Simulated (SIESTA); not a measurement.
# Hf2Pd2Se2Br2O3 (Cm) in SIESTA: further runs, part 2 of 2

SIESTA 5.4.2.

**3. Band structure, RPBE**

Contents of Hf2Pd2Se2Br2O3.fdf:

```
SystemName                      Hf2Pd2Se2Br2O3
SystemLabel                     Hf2Pd2Se2Br2O3
NumberOfSpecies                 5
NumberOfAtoms                   11
%block ChemicalSpeciesLabel
  1  72 Hf
  2  46 Pd
  3  34 Se
  4  35 Br
  5   8 O
%endblock ChemicalSpeciesLabel

LatticeConstant                 1.0 Ang
%block LatticeVectors
     7.5866600000    -1.7097100000    -1.1757600000
     7.5866600000     1.7097100000    -1.1757600000
    -2.0244600000     0.0000000000    13.0515500000
%endblock LatticeVectors
AtomicCoordinatesFormat         Fractional
%block AtomicCoordinatesAndAtomicSpecies
     0.9451400000     0.9451400000     0.0614400000  1  Hf
     0.6062800000     0.6062800000     0.2830900000  1  Hf
     0.1792000000     0.1792000000     0.5096400000  2  Pd
     0.3228600000     0.3228600000     0.7430700000  2  Pd
     0.9223200000     0.9223200000     0.8456600000  3  Se
     0.7899100000     0.7899100000     0.5880000000  3  Se
     0.5864500000     0.5864500000     0.0452000000  4  Br
     0.2460400000     0.2460400000     0.2865100000  4  Br
     0.5970100000     0.5970100000     0.4212700000  5  O
     0.3855400000     0.3855400000     0.0730200000  5  O
     0.0309400000     0.0309400000     0.2216900000  5  O
%endblock AtomicCoordinatesAndAtomicSpecies

%block kgrid.MonkhorstPack
    8   0   0  0.0
    0   8   0  0.0
    0   0   2  0.0
%endblock kgrid.MonkhorstPack
XC.Functional                   GGA
XC.Authors                      RPBE
PAO.BasisSize                   DZP
PAO.EnergyShift                 0.003 Ry
Mesh.Cutoff                     800 Ry
OccupationFunction              FD
ElectronicTemperature           0.05 eV
MaxSCFIterations                120
SCF.MustConverge                false
SCF.Mixer.Method                Pulay
SCF.Mixer.Weight                0.25
SCF.Mixer.History               8
SCF.DM.Tolerance                5.0e-05
SCF.H.Tolerance                 1.0e-03 eV
WriteForces                     true
Charge.Mulliken                 end
BandLinesScale                  ReciprocalLatticeVectors
%block BandLines
    1    0.000000   0.000000   0.000000  \Gamma
    6    0.500000   0.500000  -1.000000  Y
    2    0.368215   0.368215  -1.170875  F
    4    0.500000   0.500000  -0.500000  L
   10    0.741155   0.258845  -0.500000  I
    1    0.258845  -0.258845   0.500000  I1
   11    0.000000   0.000000   0.500000  Z
    6    0.631785   0.631785   0.170875  F1
    1    0.500000   0.500000  -1.000000  Y
   10    0.727512   0.272488  -1.000000  X1
    1    0.272488  -0.272488   0.000000  X
   11    0.000000   0.000000   0.000000  \Gamma
   11    0.500000   0.000000  -0.500000  N
    1    0.500000   0.000000   0.000000  M
   11    0.000000   0.000000   0.000000  \Gamma
%endblock BandLines
%block PAO.Basis
  Hf 5
  n=5 0 2
    3.241 0.000
  n=6 0 2
    8.229 0.000
  n=5 1 2
    3.929 0.000
  n=6 1 1
    8.229
  n=5 2 2
    8.001 0.000
  Pd 5
  n=4 0 2
    2.822 0.000
  n=5 0 2
    8.879 0.000
  n=4 1 2
    3.234 0.000
  n=5 1 1
    8.879
  n=4 2 2
    5.889 0.000
  Se 4
  n=4 0 2
    5.149 0.000
  n=4 1 2
    6.803 0.000
  n=3 2 2
    2.657 0.000
  n=4 2 1
    6.803
%endblock PAO.Basis
Diag.ParallelOverK              true
```

Potentials or basis: PseudoDojo 0.4 standard (PBE files), DZP (energy shift 0.003 Ry; two zetas on semicore shells).

Command:

```console
> mpirun -n 4 siesta Hf2Pd2Se2Br2O3.fdf > Hf2Pd2Se2Br2O3.out 2>&1
```

Wall time 4 min (4 MPI ranks of AMD EPYC 7R43 (Zen 3), shared host); peak memory 1.4 GiB.

Results (log left out):

* Free energy: -19262.4040 eV
* Pressure: 3.1 GPa
* Largest force: 0.972 eV/Å
* Band gap on the k mesh: 0.83 eV, indirect (least direct gap 0.87 eV)
* Band gap along the path: 0.64 eV, direct

Forces on the atoms (eV/Å):
```
Hf   0.085  0.000 -0.255
Hf   0.271  0.000 -0.221
Pd  -0.852  0.000 -0.306
Pd  -0.724  0.000  0.044
Se   0.809  0.000  0.459
Se   0.950  0.000 -0.201
Br   0.245  0.000 -0.126
Br   0.241  0.000 -0.023
O   -0.321  0.000  0.368
O   -0.457  0.000  0.128
O   -0.247  0.000  0.131
```

Stress tensor (GPa, compression positive):
```
2.20 0.00 1.07
0.00 4.44 0.00
1.07 0.00 2.73
```

Levels at the corners of the path, in eV from the valence-band top:
| point | band 60 | band 61 | band 62 | band 63 | band 64 | band 65 |
| --- | --- | --- | --- | --- | --- | --- |
| Γ | -0.52 | -0.25 | -0.07 | 1.22 | 2.17 | 2.53 |
| Y | -0.53 | -0.24 | -0.15 | 1.24 | 2.16 | 2.47 |
| F | -0.53 | -0.25 | -0.10 | 1.23 | 2.16 | 2.51 |
| L | -0.53 | -0.26 | -0.08 | 1.22 | 2.17 | 2.53 |
| I | -0.82 | -0.60 | -0.36 | 1.27 | 1.83 | 2.77 |
| I1 | -0.82 | -0.60 | -0.36 | 1.27 | 1.83 | 2.77 |
| Z | -0.52 | -0.24 | -0.16 | 1.24 | 2.16 | 2.47 |
| F1 | -0.53 | -0.25 | -0.10 | 1.23 | 2.16 | 2.51 |
| Y | -0.53 | -0.24 | -0.15 | 1.24 | 2.16 | 2.47 |
| X1 | -0.76 | -0.60 | -0.34 | 1.26 | 1.80 | 2.72 |
| X | -0.76 | -0.60 | -0.34 | 1.26 | 1.80 | 2.72 |
| Γ | -0.52 | -0.25 | -0.07 | 1.22 | 2.17 | 2.53 |
| N | -0.81 | -0.60 | -0.36 | 1.28 | 1.84 | 2.77 |
| M | -0.81 | -0.59 | -0.36 | 1.28 | 1.83 | 2.78 |
| Γ | -0.52 | -0.25 | -0.07 | 1.22 | 2.17 | 2.53 |

Caveat: short orbitals over semicore shells can move pressures by several GPa; the potentials were made for another functional, which shifts forces and pressure; spin-orbit coupling is left out, which moves the levels of the heavy elements; the mesh misses the band edges, which the band path finds closer together; the basis of atomic orbitals isn't converged, which shifts pressures, moduli and gaps. RPBE gaps usually lie below the measured ones, often by a third to a half.

**4. Band structure, BLYP**

Hf2Pd2Se2Br2O3.fdf: that of step 3 with these lines changed.

```diff
@@ -39,3 +39,3 @@
 XC.Functional                   GGA
-XC.Authors                      RPBE
+XC.Authors                      BLYP
 PAO.BasisSize                   DZP
@@ -75,31 +75,31 @@
   n=5 0 2
-    3.241 0.000
+    3.247 0.000
   n=6 0 2
-    8.229 0.000
+    8.114 0.000
   n=5 1 2
-    3.929 0.000
+    3.937 0.000
   n=6 1 1
-    8.229
+    8.114
   n=5 2 2
-    8.001 0.000
+    7.842 0.000
   Pd 5
   n=4 0 2
-    2.822 0.000
+    2.827 0.000
   n=5 0 2
-    8.879 0.000
+    8.463 0.000
   n=4 1 2
-    3.234 0.000
+    3.241 0.000
   n=5 1 1
-    8.879
+    8.463
   n=4 2 2
-    5.889 0.000
+    5.972 0.000
   Se 4
   n=4 0 2
-    5.149 0.000
+    5.139 0.000
   n=4 1 2
-    6.803 0.000
+    6.708 0.000
   n=3 2 2
-    2.657 0.000
+    2.662 0.000
   n=4 2 1
-    6.803
+    6.708
 %endblock PAO.Basis
```

Potentials or basis: PseudoDojo 0.4 standard (PBE files), DZP (energy shift 0.003 Ry; two zetas on semicore shells).

Command:

```console
> mpirun -n 4 siesta Hf2Pd2Se2Br2O3.fdf > Hf2Pd2Se2Br2O3.out 2>&1
```

Hf2Pd2Se2Br2O3.out:

```text
Version         : 5.4.2

[... 6 lines left out ...]
 NOTE: Please see the manual for full details and compatibility measures.

reinit: Reading from file Hf2Pd2Se2Br2O3.fdf

reinit: -----------------------------------------------------------------------
reinit: System Name: Hf2Pd2Se2Br2O3
reinit: -----------------------------------------------------------------------
reinit: System Label: Hf2Pd2Se2Br2O3
reinit: -----------------------------------------------------------------------

initatom: Reading input for the pseudopotentials and atomic orbitals ----------
Species number:   1 Atomic number:   72 Label: Hf
Species number:   2 Atomic number:   46 Label: Pd
Species number:   3 Atomic number:   34 Label: Se
Species number:   4 Atomic number:   35 Label: Br
Species number:   5 Atomic number:    8 Label: O

Ground state valence configuration (from tables):   6s02  6p00  5d02  5f00
Ground state valence configuration (from tables):   5s01  5p00  4d09  4f00
Ground state valence configuration (from tables):   4s02  4p04  4d00  4f00
Ground state valence configuration (from tables):   4s02  4p05  4d00  4f00
Ground state valence configuration (from tables):   2s02  2p04  3d00  4f00

---- Processing specs for species: Hf
[... 1377 lines left out ...]

Species: Br
Atom  Qatom  Qorb
               4s      4s      4py     4pz     4px     4py     4pz     4px
               4Pdxy   4Pdyz   4Pdz2   4Pdxz   4Pdx2-y2
   7  7.108   1.831   0.054   1.636   1.697   1.666   0.071   0.044   0.033
              0.016   0.013   0.015   0.015   0.017
   8  7.142   1.830   0.056   1.563   1.802   1.664   0.107   0.028   0.025
              0.018   0.007   0.013   0.011   0.018

Species: O
Atom  Qatom  Qorb
               2s      2s      2py     2pz     2px     2py     2pz     2px
               3Pdxy   3Pdyz   3Pdz2   3Pdxz   3Pdx2-y2
   9  6.608   1.898  -0.050   1.737   1.505   1.765  -0.167   0.042  -0.155
              0.007   0.007   0.008   0.008   0.005
  10  6.677   1.902  -0.060   1.518   1.772   1.789   0.038  -0.142  -0.158
              0.003   0.002   0.002   0.004   0.008
  11  6.843   1.969  -0.117   1.835   1.888   1.890  -0.201  -0.221  -0.219
              0.003   0.004   0.004   0.004   0.004

mulliken: Qtot =      124.000

Mulliken Atomic Populations:
Atom #   charge [q] valence [e]  Species
     1     1.211089   10.788911  Hf
     2     1.172374   10.827626  Hf
     3     0.157496   17.842504  Pd
     4    -0.044597   18.044597  Pd
     5    -0.147849   16.147849  Se
     6     0.028433   15.971567  Se
     7    -0.107900    7.107900  Br
     8    -0.141629    7.141629  Br
     9    -0.607957    6.607957  O
    10    -0.676777    6.676777  O
    11    -0.842684    6.842684  O
 Total     0.000000

Job completed
```

Run time: 3.4 min. Hardware: 4 MPI ranks of AMD EPYC 7R43 (Zen 3), shared host; peak memory 1.3 GiB.

Results:

```yaml
Free_energy: -19229.3945 eV
Pressure: 4.1 GPa
Largest_force: 0.992 eV/Å
Band_gap_on_the_k_mesh: 0.83 eV, indirect (least direct gap 0.87 eV)
Band_gap_along_the_path: 0.65 eV, direct
```

Forces on the atoms (eV/Å):
```
Hf   0.008  0.000 -0.264
Hf   0.205  0.000 -0.283
Pd  -0.937  0.000 -0.291
Pd  -0.675  0.000  0.096
Se   0.807  0.000  0.537
Se   0.968  0.000 -0.218
Br   0.347  0.000 -0.210
Br   0.364  0.000 -0.047
O   -0.316  0.000  0.453
O   -0.523  0.000  0.124
O   -0.248  0.000  0.103
```

Levels at the corners of the path, in eV from the valence-band top:
```csv
point,band 60,band 61,band 62,band 63,band 64,band 65
Γ,-0.52,-0.26,-0.07,1.21,2.08,2.48
Y,-0.53,-0.24,-0.15,1.22,2.06,2.42
F,-0.53,-0.26,-0.10,1.21,2.07,2.46
L,-0.52,-0.26,-0.08,1.21,2.08,2.48
I,-0.81,-0.59,-0.34,1.26,1.79,2.67
I1,-0.81,-0.59,-0.34,1.26,1.79,2.67
Z,-0.52,-0.24,-0.16,1.22,2.07,2.42
F1,-0.53,-0.26,-0.10,1.21,2.07,2.46
Y,-0.53,-0.24,-0.15,1.22,2.06,2.42
X1,-0.74,-0.60,-0.33,1.26,1.77,2.62
X,-0.74,-0.60,-0.33,1.26,1.77,2.62
Γ,-0.52,-0.26,-0.07,1.21,2.08,2.48
N,-0.80,-0.60,-0.35,1.27,1.81,2.67
M,-0.80,-0.59,-0.35,1.27,1.79,2.67
Γ,-0.52,-0.26,-0.07,1.21,2.08,2.48
```

Caveat: short orbitals over semicore shells can move pressures by several GPa; the potentials were made for another functional, which shifts forces and pressure; spin-orbit coupling is left out, which moves the levels of the heavy elements; the mesh misses the band edges, which the band path finds closer together; the basis of atomic orbitals isn't converged, which shifts pressures, moduli and gaps. As with any semilocal functional, this BLYP gap is likely too small.

**5. Band structure, AM05**

Hf2Pd2Se2Br2O3.fdf: that of step 4 with these lines changed.

```diff
@@ -39,3 +39,3 @@
 XC.Functional                   GGA
-XC.Authors                      BLYP
+XC.Authors                      AM05
 PAO.BasisSize                   DZP
@@ -75,9 +75,9 @@
   n=5 0 2
-    3.247 0.000
+    3.241 0.000
   n=6 0 2
-    8.114 0.000
+    8.130 0.000
   n=5 1 2
-    3.937 0.000
+    3.929 0.000
   n=6 1 1
-    8.114
+    8.130
   n=5 2 2
@@ -88,3 +88,3 @@
   n=5 0 2
-    8.463 0.000
+    9.500 0.000
   n=4 1 2
@@ -92,10 +92,10 @@
   n=5 1 1
-    8.463
+    9.500
   n=4 2 2
-    5.972 0.000
+    9.500 0.000
   Se 4
   n=4 0 2
-    5.139 0.000
+    5.129 0.000
   n=4 1 2
-    6.708 0.000
+    6.695 0.000
   n=3 2 2
@@ -103,3 +103,3 @@
   n=4 2 1
-    6.708
+    6.695
 %endblock PAO.Basis
```

Potentials or basis: PseudoDojo 0.4 standard (PBEsol files), DZP (energy shift 0.003 Ry; two zetas on semicore shells).

Command:

```console
> mpirun -n 4 siesta Hf2Pd2Se2Br2O3.fdf > Hf2Pd2Se2Br2O3.out 2>&1
```

Run time: 4.5 min. Hardware: 4 MPI ranks of AMD EPYC 7R43 (Zen 3), shared host; peak memory 1.6 GiB.

Results (log left out):

```
Free energy             : -19189.4105 eV
Pressure                : -0.8 GPa
Largest force           : 0.620 eV/Å
Band gap on the k mesh  : 0.79 eV, indirect (least direct gap 0.83 eV)
Band gap along the path : 0.60 eV, direct
```

Forces in eV/Å, atoms in the order of the input:
```
Hf   0.143  0.000 -0.024
Hf   0.123  0.000 -0.010
Pd  -0.470  0.000 -0.404
Pd  -0.313  0.000 -0.052
Se   0.332  0.000  0.275
Se   0.352  0.000 -0.018
Br  -0.189  0.000  0.104
Br  -0.264  0.000  0.047
O    0.176  0.000  0.115
O    0.098  0.000 -0.026
O    0.012  0.000 -0.008
```

Stress tensor (GPa, compression positive):
```
-0.55  0.00 -0.12
 0.00 -0.92  0.00
-0.12  0.00 -1.00
```

Levels at the corners of the path, in eV from the valence-band top:
```
point  band 59  band 60  band 61  band 62  band 63  band 64  band 65  band 66
    Γ    -0.98    -0.51    -0.25    -0.07     1.18     2.11     2.48     3.08
    Y    -0.90    -0.53    -0.23    -0.15     1.20     2.09     2.41     3.11
    F    -0.95    -0.53    -0.25    -0.10     1.19     2.10     2.45     3.10
    L    -0.98    -0.53    -0.25    -0.07     1.18     2.10     2.48     3.09
    I    -0.90    -0.82    -0.58    -0.33     1.24     1.79     2.71     2.77
   I1    -0.90    -0.82    -0.58    -0.33     1.24     1.79     2.71     2.77
    Z    -0.89    -0.52    -0.23    -0.16     1.20     2.10     2.41     3.09
   F1    -0.95    -0.53    -0.25    -0.10     1.19     2.10     2.45     3.10
    Y    -0.90    -0.53    -0.23    -0.15     1.20     2.09     2.41     3.11
   X1    -0.94    -0.75    -0.59    -0.32     1.23     1.76     2.66     2.75
    X    -0.94    -0.75    -0.59    -0.32     1.23     1.76     2.66     2.75
    Γ    -0.98    -0.51    -0.25    -0.07     1.18     2.11     2.48     3.08
    N    -0.91    -0.81    -0.59    -0.34     1.25     1.80     2.71     2.78
    M    -0.92    -0.81    -0.58    -0.34     1.25     1.79     2.73     2.79
    Γ    -0.98    -0.51    -0.25    -0.07     1.18     2.11     2.48     3.08
```

Caveat: short orbitals over semicore shells can move pressures by several GPa; the potentials were made for another functional, which shifts forces and pressure; spin-orbit coupling is left out, which moves the levels of the heavy elements; the mesh misses the band edges, which the band path finds closer together; the basis of atomic orbitals isn't converged, which shifts pressures, moduli and gaps. A hybrid or GW would open this gap; AM05 tends to underestimate it.

**6. Band structure, PBE**

Hf2Pd2Se2Br2O3.fdf: that of step 5 with these lines changed.

```diff
@@ -39,4 +39,4 @@
 XC.Functional                   GGA
-XC.Authors                      AM05
-PAO.BasisSize                   DZP
+XC.Authors                      PBE
+PAO.BasisSize                   SZ
 PAO.EnergyShift                 0.003 Ry
@@ -72,35 +72,2 @@
 %endblock BandLines
-%block PAO.Basis
-  Hf 5
-  n=5 0 2
-    3.241 0.000
-  n=6 0 2
-    8.130 0.000
-  n=5 1 2
-    3.929 0.000
-  n=6 1 1
-    8.130
-  n=5 2 2
-    7.842 0.000
-  Pd 5
-  n=4 0 2
-    2.827 0.000
-  n=5 0 2
-    9.500 0.000
-  n=4 1 2
-    3.241 0.000
-  n=5 1 1
-    9.500
-  n=4 2 2
-    9.500 0.000
-  Se 4
-  n=4 0 2
-    5.129 0.000
-  n=4 1 2
-    6.695 0.000
-  n=3 2 2
-    2.662 0.000
-  n=4 2 1
-    6.695
-%endblock PAO.Basis
 Diag.ParallelOverK              true
```

Potentials or basis: PseudoDojo 0.4 standard (PBE files), SZ (energy shift 0.003 Ry).

Command:

```console
> mpirun -n 4 siesta Hf2Pd2Se2Br2O3.fdf > Hf2Pd2Se2Br2O3.out 2>&1
```

It took 82 s on 4 MPI ranks of Intel Xeon Platinum 8488C (Sapphire Rapids), shared host; peak memory 1 GiB.

The run converged. Its results:

| Quantity | Value |
| --- | --- |
| Free energy | -19244.8395 eV |
| Pressure | 2.9 GPa |
| Largest force | 1.516 eV/Å |
| Band gap on the k mesh | 0.87 eV, indirect (least direct gap 0.92 eV) |
| Band gap along the path | 0.73 eV, direct |

Forces in eV/Å, atoms in the order of the input:
```
Hf  -0.294  0.000  0.397
Hf  -0.527  0.000 -0.298
Pd  -1.406  0.000 -0.525
Pd  -0.785  0.000 -0.261
Se   1.030  0.000  1.113
Se   1.128  0.000 -0.040
Br   0.140  0.000 -0.052
Br   0.224  0.000  0.031
O    0.141  0.000  0.140
O    0.172  0.000 -0.185
O    0.178  0.000 -0.319
```

Stress tensor (GPa, compression positive):
```
1.93 0.00 1.63
0.00 4.60 0.00
1.63 0.00 2.30
```

Levels at the corners of the path, in eV from the valence-band top:
| point | band 59 | band 60 | band 61 | band 62 | band 63 | band 64 | band 65 | band 66 |
| --- | --- | --- | --- | --- | --- | --- | --- | --- |
| Γ | -0.98 | -0.28 | -0.19 | -0.01 | 1.24 | 2.21 | 2.30 | 3.08 |
| Y | -0.89 | -0.36 | -0.18 | -0.08 | 1.24 | 2.20 | 2.28 | 3.11 |
| F | -0.96 | -0.31 | -0.17 | -0.05 | 1.24 | 2.21 | 2.29 | 3.09 |
| L | -0.98 | -0.28 | -0.19 | -0.02 | 1.24 | 2.22 | 2.30 | 3.08 |
| I | -0.98 | -0.78 | -0.70 | -0.02 | 1.30 | 1.79 | 2.62 | 2.68 |
| I1 | -0.98 | -0.78 | -0.70 | -0.02 | 1.30 | 1.79 | 2.62 | 2.68 |
| Z | -0.88 | -0.36 | -0.19 | -0.08 | 1.24 | 2.19 | 2.28 | 3.11 |
| F1 | -0.96 | -0.31 | -0.17 | -0.05 | 1.24 | 2.21 | 2.29 | 3.09 |
| Y | -0.89 | -0.36 | -0.18 | -0.08 | 1.24 | 2.20 | 2.28 | 3.11 |
| X1 | -1.01 | -0.75 | -0.66 | -0.02 | 1.28 | 1.79 | 2.63 | 2.64 |
| X | -1.01 | -0.75 | -0.66 | -0.02 | 1.28 | 1.79 | 2.63 | 2.64 |
| Γ | -0.98 | -0.28 | -0.19 | -0.01 | 1.24 | 2.21 | 2.30 | 3.08 |
| N | -1.00 | -0.75 | -0.71 | -0.02 | 1.30 | 1.80 | 2.62 | 2.68 |
| M | -1.01 | -0.75 | -0.71 | -0.02 | 1.30 | 1.80 | 2.61 | 2.69 |
| Γ | -0.98 | -0.28 | -0.19 | -0.01 | 1.24 | 2.21 | 2.30 | 3.08 |

Caveat: the basis has no polarisation orbitals; short orbitals over semicore shells can move pressures by several GPa; spin-orbit coupling is left out, which moves the levels of the heavy elements; the mesh misses the band edges, which the band path finds closer together; the basis of atomic orbitals isn't converged, which shifts pressures, moduli and gaps; forces of over 1 eV/Å show positions far from the minimum, so gaps and moduli don't describe the material at rest.

**7. For comparison**

An earlier run on the cell as given: functional PBE; potentials or basis PseudoDojo 0.4 standard (PBE files); basis DZP (energy shift 0.003 Ry; two zetas on semicore shells); grid cutoff 800 Ry; energy shift 0.003 Ry; k mesh 8 × 8 × 2; occupations fermi-dirac, width 0.05 eV; no spin polarisation.

- Pressure: 1.6 GPa
- Largest force: 0.848 eV/Å
- Band gap on the k mesh: 0.81 eV, indirect (least direct gap 0.85 eV)
- Hirshfeld charges: Hf +0.61, +0.60; Pd -0.02, -0.09; Se -0.04, +0.10; Br -0.08, -0.09; O -0.29, -0.36, -0.33 e
- Voronoi charges: Hf +0.67; Pd -0.03, -0.09; Se -0.06, +0.10; Br -0.13; O -0.30, -0.37, -0.32 e

**8. The runs side by side**

| task | level | potentials or basis | gap on the mesh (eV) | pressure (GPa) | largest force (eV/Å) |
| --- | --- | --- | --- | --- | --- |
| band structure | PBE | PseudoDojo 0.4 standard (PBE files), DZP (energy shift 0.003 Ry; two zetas on semicore shells) | 0.81 | 1.6 | 0.85 |
| band structure | RPBE | PseudoDojo 0.4 standard (PBE files), DZP (energy shift 0.003 Ry; two zetas on semicore shells) | 0.83 | 3.1 | 0.97 |
| band structure | BLYP | PseudoDojo 0.4 standard (PBE files), DZP (energy shift 0.003 Ry; two zetas on semicore shells) | 0.83 | 4.1 | 0.99 |
| band structure | AM05 | PseudoDojo 0.4 standard (PBEsol files), DZP (energy shift 0.003 Ry; two zetas on semicore shells) | 0.79 | -0.8 | 0.62 |
| band structure | PBE | PseudoDojo 0.4 standard (PBE files), SZ (energy shift 0.003 Ry) | 0.87 | 2.9 | 1.52 |
| single point | PBE | PseudoDojo 0.4 standard (PBE files), DZP (energy shift 0.003 Ry; two zetas on semicore shells) | 0.81 | 1.6 | 0.85 |

Alike in all rows: no spin polarisation; cell as given; k mesh 8 × 8 × 2; smearing fermi-dirac 0.05 eV; grid cutoff 800 Ry; energy shift 0.003 Ry.

Caveats: short orbitals over semicore shells can move pressures by several GPa; spin-orbit coupling is left out, which moves the levels of the heavy elements; the basis of atomic orbitals isn't converged, which shifts pressures, moduli and gaps; the mesh misses the band edges, which the band path finds closer together (some runs); the potentials were made for another functional, which shifts forces and pressure (some runs); the basis has no polarisation orbitals (some runs); forces of over 1 eV/Å show positions far from the minimum, so gaps and moduli don't describe the material at rest (some runs).

Absolute energies hang on the potentials; compare differences alone.
